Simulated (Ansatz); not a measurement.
Geometry optimisation, DFT PBEsol, scalar-relativistic, plane waves, PAW in Ansatz.

Input:

```yaml
crystal:
  lattice:
    - [7.67918, 0.0, 0.0]
    - [3.83959, 6.650365, 0.0]
    - [0.0, 0.0, 17.418765]
  atoms:
    - { symbol: H, position: [0.1666667, 0.1666667, 0.0574094] }
    - { symbol: H, position: [0.6666667, 0.1666667, 0.0574094] }
    - { symbol: H, position: [0.1666667, 0.6666667, 0.0574094] }
    - { symbol: H, position: [0.6666667, 0.6666667, 0.0574094] }
    - { symbol: Si, position: [0.1666667, 0.1666667, 0.1435234] }
    - { symbol: Si, position: [0.6666667, 0.1666667, 0.1435234] }
    - { symbol: Si, position: [0.1666667, 0.6666667, 0.1435234] }
    - { symbol: Si, position: [0.6666667, 0.6666667, 0.1435234] }
    - { symbol: Si, position: [-0.1666667, 0.3333333, 0.1885181] }
    - { symbol: Si, position: [0.3333333, 0.3333333, 0.1885181] }
    - { symbol: Si, position: [-0.1666667, 0.8333333, 0.1885181] }
    - { symbol: Si, position: [0.3333333, 0.8333333, 0.1885181] }
    - { symbol: Si, position: [-0.1666667, 0.3333333, 0.3235024] }
    - { symbol: Si, position: [0.3333333, 0.3333333, 0.3235024] }
    - { symbol: Si, position: [-0.1666667, 0.8333333, 0.3235024] }
    - { symbol: Si, position: [0.3333333, 0.8333333, 0.3235024] }
    - { symbol: Si, position: [0.0, 0.0, 0.3684971] }
    - { symbol: Si, position: [0.5, 0.0, 0.3684971] }
    - { symbol: Si, position: [0.0, 0.5, 0.3684971] }
    - { symbol: Si, position: [0.5, 0.5, 0.3684971] }
    - { symbol: O, position: [0.5730597, 0.5824993, 0.4540371], spin: 1.0 }
    - { symbol: H, position: [0.5629665, 0.6256222, 0.5074278] }
magnetization:
  spin_polarized: true
basis:
  ecutwfc: 420.0
kpoints:
  mp_grid: { grid: [2, 2, 1] }
hamiltonian:
  xc: pbesol
  pseudopotentials: { kind: paw, azcp: { folder: soft_1 } }
scf:
  occupations: { method: gaussian, width: 0.05 }
  lower_state_search: "off"
relax:
  f_tol: 0.03
  max_steps: 60
  adjacent_minimum: "off"
  constraints: [{ sites: [0, 1, 2, 3, 4, 5, 6, 7] }]
output:
  write_density: true
  write_potential: true
  elf: true
  volumetric_format: npy
```

Run as:

```bash
$ ansatz run input.yaml --threads 2 --pin off --max-ram 5120MiB --backend cpu --events-out ev --progress --plain --runs-dir out
```

Question: Where does it end, and by what steps?

Answer: It converged. The force dipped under the threshold on the way, but the program's further checks kept it going. Limits of this set-up: coarse k mesh, thin slab, slab without dipole correction, PAW files made for another functional. After 16 steps the energy has fallen by 1.201 eV; H22 moved furthest, 1.67 Å.

```json
{"step": "0", "energy less start (eV)": "0.0000", "largest force component (eV/Å)": "1.923", "accepted": "yes"}
{"step": "1", "energy less start (eV)": "-0.4254", "largest force component (eV/Å)": "1.829", "accepted": "yes"}
{"step": "2", "energy less start (eV)": "-0.6830", "largest force component (eV/Å)": "1.862", "accepted": "yes"}
{"step": "3", "energy less start (eV)": "-0.8924", "largest force component (eV/Å)": "1.464", "accepted": "yes"}
{"step": "4", "energy less start (eV)": "-1.0691", "largest force component (eV/Å)": "0.886", "accepted": "yes"}
{"step": "5", "energy less start (eV)": "-1.1460", "largest force component (eV/Å)": "0.484", "accepted": "yes"}
{"step": "6", "energy less start (eV)": "-1.1799", "largest force component (eV/Å)": "0.259", "accepted": "yes"}
{"step": "7", "energy less start (eV)": "-1.1915", "largest force component (eV/Å)": "0.098", "accepted": "yes"}
{"step": "8", "energy less start (eV)": "-1.1977", "largest force component (eV/Å)": "0.070", "accepted": "yes"}
{"step": "9", "energy less start (eV)": "-1.1985", "largest force component (eV/Å)": "0.107", "accepted": "yes"}
{"step": "10", "energy less start (eV)": "-1.1955", "largest force component (eV/Å)": "0.466", "accepted": "no"}
{"step": "11", "energy less start (eV)": "-1.2002", "largest force component (eV/Å)": "0.011", "accepted": "yes"}
{"step": "12", "energy less start (eV)": "-1.2000", "largest force component (eV/Å)": "0.185", "accepted": "no"}
{"step": "13", "energy less start (eV)": "-1.2005", "largest force component (eV/Å)": "0.016", "accepted": "yes"}
{"step": "14", "energy less start (eV)": "-1.2006", "largest force component (eV/Å)": "0.073", "accepted": "yes"}
{"step": "15", "energy less start (eV)": "-1.2007", "largest force component (eV/Å)": "0.028", "accepted": "yes"}
{"step": "16", "energy less start (eV)": "-1.2007", "largest force component (eV/Å)": "0.028", "accepted": "yes"}
```

```xyz
22
Lattice="7.6792 0.0000 0.0000 3.8396 6.6504 0.0000 0.0000 0.0000 17.4188" Properties=species:S:1:pos:R:3
H 1.920 1.108 1.000
H 5.759 1.108 1.000
H 3.840 4.434 1.000
H 7.679 4.434 1.000
Si 1.920 1.108 2.500
Si 5.759 1.108 2.500
Si 3.840 4.434 2.500
Si 7.679 4.434 2.500
Si -0.003 2.219 3.254
Si 3.843 2.219 3.245
Si 1.920 5.542 3.245
Si 5.759 5.538 3.244
Si 0.007 2.213 5.615
Si 3.859 2.220 5.600
Si 1.921 5.541 5.603
Si 5.768 5.526 5.598
Si 0.011 -0.009 6.283
Si 3.838 0.002 6.284
Si 1.933 3.321 6.283
Si 5.777 3.318 6.395
O 5.867 3.266 8.061
H 5.143 3.706 8.540
```

Whether the end is a true minimum wasn't checked by a vibrational analysis.

The run took 3.1 min on 2 threads of Arm Neoverse V2 (shared host), peak memory 1.3 GiB.
